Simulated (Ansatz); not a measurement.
Ta, 2 atoms in the cell. The cell holds a sheet with vacuum, 2 atoms: a = 2.719 Å, b = 2.719 Å, c = 28.487 Å, α = 90.00°, β = 90.00°, γ = 90.00°. The cell was built by a generator and needn't be a form met in nature.

* Program: Ansatz 0.2.0
* Task: relaxation of the atoms
* Functional: PBE
* Potentials or basis: all-electron LAPW, scalar-relativistic
* Basis error allowed: 0.002 eV/atom
* k mesh: 10 × 10 × 1
* Occupations: fermi-dirac, width 0.05 eV
* Spin: no spin polarisation
* Boundary across the vacuum: open (a slab, not repeated across the vacuum)

Potentials or basis: all-electron LAPW, scalar-relativistic.

The run is started by

```bash
$ ansatz run input.yaml --threads 4 --pin off --max-ram 12288MiB --backend cpu --events-out ev --progress --plain --runs-dir out
```

Hardware: 4 threads of Arm Neoverse V2, on a shared host.

Problem. Estimate the wall time of this run.

Solution. It took 22 s on 4 threads of Arm Neoverse V2 (shared host), peak memory 0.87 GiB. Counts: scf iterations 22, plane waves 2485, k points 21, bands 52, ion steps 3.
